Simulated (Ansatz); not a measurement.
Geometry optimisation, DFT PBE, scalar-relativistic, plane waves, PAW in Ansatz 0.2.0.

input.yaml

```yaml
crystal:
  lattice:
    - [10.86, 0.0, 0.0]
    - [0.0, 10.86, 0.0]
    - [0.0, 0.0, 10.86]
  atoms:
    - { symbol: Si, position: [0.5011867, 0.0001352, -0.002106] }
    - { symbol: Si, position: [0.6265089, 0.1280338, 0.127596] }
    - { symbol: Si, position: [0.7501929, 0.248643, -0.000142] }
    - { symbol: Si, position: [0.8774756, 0.3745682, 0.1261413] }
    - { symbol: Si, position: [0.7543793, 0.0027931, 0.2510469] }
    - { symbol: Si, position: [0.8736547, 0.1264869, 0.3733724] }
    - { symbol: Si, position: [-0.0008781, -0.0003973, 0.0016865] }
    - { symbol: Si, position: [0.1246285, 0.1194324, 0.1257371] }
    - { symbol: Si, position: [0.2540481, 0.2515962, -0.0015815] }
    - { symbol: Si, position: [0.3763801, 0.3729802, 0.1218453] }
    - { symbol: Si, position: [0.5001507, 0.5008203, 0.0020237] }
    - { symbol: Si, position: [0.6252294, 0.6288986, 0.1208323] }
    - { symbol: Si, position: [0.7429593, 0.749113, 0.0002301] }
    - { symbol: Si, position: [0.8731243, 0.8761208, 0.1221974] }
    - { symbol: Si, position: [0.250958, 0.0053614, 0.2497907] }
    - { symbol: Si, position: [0.3744092, 0.1228848, 0.3756978] }
    - { symbol: Si, position: [0.5015049, 0.2475074, 0.2542807] }
    - { symbol: Si, position: [0.620934, 0.3744691, 0.3769681] }
    - { symbol: Si, position: [0.7530269, 0.5037592, 0.2484228] }
    - { symbol: Si, position: [0.4996884, -0.002449, 0.4983866] }
    - { symbol: Si, position: [0.6261193, 0.130341, 0.6233007] }
    - { symbol: Si, position: [0.7508522, 0.2486295, 0.501518] }
    - { symbol: Si, position: [0.8689399, 0.3798077, 0.6242143] }
    - { symbol: Si, position: [0.7532992, 0.0074095, 0.755689] }
    - { symbol: Si, position: [0.8753132, 0.1221173, 0.8713064] }
    - { symbol: Si, position: [-0.0002287, 0.4996269, 0.0011316] }
    - { symbol: Si, position: [0.1208427, 0.6257303, 0.1255046] }
    - { symbol: Si, position: [0.2492742, 0.7540502, 0.0028049] }
    - { symbol: Si, position: [0.3694245, 0.8758759, 0.1184923] }
    - { symbol: Si, position: [-8.45e-05, 0.2549156, 0.2507773] }
    - { symbol: Si, position: [0.1260098, 0.3738267, 0.3709998] }
    - { symbol: Si, position: [0.2481158, 0.5007562, 0.2528208] }
    - { symbol: Si, position: [0.3728816, 0.6181195, 0.3736351] }
    - { symbol: Si, position: [0.4994937, 0.746857, 0.2468915] }
    - { symbol: Si, position: [0.6276072, 0.8726804, 0.371853] }
    - { symbol: Si, position: [-0.0005341, -0.0008696, 0.4946846] }
    - { symbol: Si, position: [0.1231924, 0.1280301, 0.6220349] }
    - { symbol: Si, position: [0.2546498, 0.2470399, 0.4980338] }
    - { symbol: Si, position: [0.3801203, 0.3685202, 0.620929] }
    - { symbol: Si, position: [0.5005401, 0.5005008, 0.5014213] }
    - { symbol: Si, position: [0.6272751, 0.6270545, 0.6291001] }
    - { symbol: P, position: [0.7539207, 0.7478108, 0.4969258] }
    - { symbol: Si, position: [0.8712298, 0.8712536, 0.6234567] }
    - { symbol: Si, position: [0.2505689, 0.0015843, 0.7486909] }
    - { symbol: Si, position: [0.380343, 0.122301, 0.872211] }
    - { symbol: Si, position: [0.4949384, 0.2508097, 0.7525475] }
    - { symbol: Si, position: [0.6287294, 0.3772192, 0.8711054] }
    - { symbol: Si, position: [0.7546472, 0.5047152, 0.7506513] }
    - { symbol: Si, position: [0.8744124, 0.6251994, 0.8807006] }
    - { symbol: Si, position: [0.0045542, 0.7494669, 0.2530262] }
    - { symbol: Si, position: [0.1258897, 0.873682, 0.376199] }
    - { symbol: Si, position: [-0.0003255, 0.4991181, 0.5022454] }
    - { symbol: Si, position: [0.1296896, 0.6223111, 0.626257] }
    - { symbol: Si, position: [0.2478274, 0.7475063, 0.5006242] }
    - { symbol: Si, position: [0.3744779, 0.8745844, 0.6263491] }
    - { symbol: Si, position: [-0.0013954, 0.2512762, 0.7484626] }
    - { symbol: Si, position: [0.1242992, 0.3803292, 0.8755983] }
    - { symbol: Si, position: [0.2497267, 0.4962995, 0.7472577] }
    - { symbol: Si, position: [0.3750982, 0.6265366, 0.8729702] }
    - { symbol: Si, position: [0.5019807, 0.7504593, 0.7491002] }
    - { symbol: Si, position: [0.6191515, 0.8743961, 0.8760653] }
    - { symbol: Si, position: [-0.0003322, 0.7556825, 0.7469477] }
    - { symbol: Si, position: [0.1230267, 0.872683, 0.8746854] }
total_charge: -1
basis:
  ecutwfc: 420.0
kpoints:
  mp_grid: { grid: [1, 1, 1] }
hamiltonian:
  xc: pbe
  pseudopotentials: { kind: paw, azcp: { folder: soft_1 } }
scf:
  occupations: { method: gaussian, width: 0.02 }
  lower_state_search: "off"
relax:
  f_tol: 0.03
  max_steps: 60
  adjacent_minimum: "off"
output:
  write_density: true
  write_potential: true
  elf: true
  volumetric_format: npy
```

Command:

```bash
$ ansatz run input.yaml --threads 4 --pin off --max-ram 10240MiB --backend cpu --events-out ev --progress --plain --runs-dir out
```

Q: Where does it end, and by what steps?

A: The forces met the threshold. Limits of this set-up: coarse k mesh, no spin, though dangling bonds at a vacancy may carry it, charged cell in a uniform background, uncorrected. After 14 steps the energy has fallen by 1.606 eV; Si50 moved furthest, 0.60 Å.

| step | energy less start (eV) | largest force component (eV/Å) | accepted |
| --- | --- | --- | --- |
| 0 | 0.0000 | 1.428 | yes |
| 1 | -1.2773 | 0.388 | yes |
| 2 | -1.4120 | 0.078 | yes |
| 3 | -1.4117 | 0.058 | no |
| 4 | -1.4196 | 0.048 | yes |
| 5 | -1.4263 | 0.074 | yes |
| 6 | -1.4408 | 0.123 | yes |
| 7 | -1.4654 | 0.147 | yes |
| 8 | -1.5381 | 0.233 | yes |
| 9 | -1.5369 | 0.310 | no |
| 10 | -1.5816 | 0.183 | yes |
| 11 | -1.5950 | 0.122 | yes |
| 12 | -1.5994 | 0.094 | yes |
| 13 | -1.6051 | 0.031 | yes |
| 14 | -1.6056 | 0.017 | yes |

```xyz
63
Lattice="10.8600 0.0000 0.0000 0.0000 10.8600 0.0000 0.0000 0.0000 10.8600" Properties=species:S:1:pos:R:3
Si 5.418 0.017 0.028
Si 6.797 1.368 1.393
Si 8.152 2.745 0.029
Si 9.563 4.130 1.349
Si 8.157 -0.025 2.743
Si 9.503 1.371 4.064
Si 0.006 -0.063 0.059
Si 1.367 1.330 1.375
Si 2.733 2.701 0.005
Si 4.104 4.068 1.375
Si 5.496 5.429 0.058
Si 6.880 6.833 1.396
Si 8.100 8.195 -0.074
Si 9.462 9.415 1.397
Si 2.650 -0.079 2.751
Si 4.085 1.350 4.082
Si 5.513 2.786 2.752
Si 7.002 4.295 3.996
Si 8.583 5.797 2.709
Si 5.426 0.008 5.460
Si 6.786 1.426 6.762
Si 8.167 2.789 5.393
Si 9.540 4.105 6.783
Si 8.126 0.077 8.149
Si 9.515 1.342 9.562
Si 0.060 5.374 -0.097
Si 1.303 6.730 1.351
Si 2.688 8.142 0.030
Si 4.067 9.497 1.391
Si 0.013 2.717 2.701
Si 1.369 4.065 4.063
Si 2.716 5.421 2.702
Si 4.063 6.791 4.064
Si 5.458 8.138 2.744
Si 6.800 9.494 4.143
Si -0.055 -0.075 5.392
Si 1.329 1.312 6.743
Si 2.724 2.709 5.422
Si 4.121 4.104 6.743
Si 5.508 5.488 5.393
Si 6.780 6.883 6.802
P 8.142 8.151 5.455
Si 9.411 9.514 6.802
Si 2.694 0.009 8.140
Si 4.076 1.357 9.499
Si 5.424 2.741 8.141
Si 6.806 4.096 9.485
Si 8.158 5.471 8.116
Si 9.504 6.791 9.501
Si -0.367 7.708 2.711
Si 1.138 9.293 3.993
Si 0.000 5.435 5.385
Si 1.329 6.755 6.783
Si 2.643 8.128 5.390
Si 4.007 9.507 6.760
Si -0.011 2.664 8.121
Si 1.413 4.021 9.413
Si 2.770 5.445 8.121
Si 4.091 6.781 9.562
Si 5.357 8.169 8.148
Si 6.731 9.563 9.447
Si -0.038 8.136 8.116
Si 1.338 9.487 9.485
```

Whether the end is a true minimum wasn't checked by a vibrational analysis.

Time of the run: 83 s on 4 threads of Arm Neoverse V1 (shared host), peak memory 1.1 GiB.
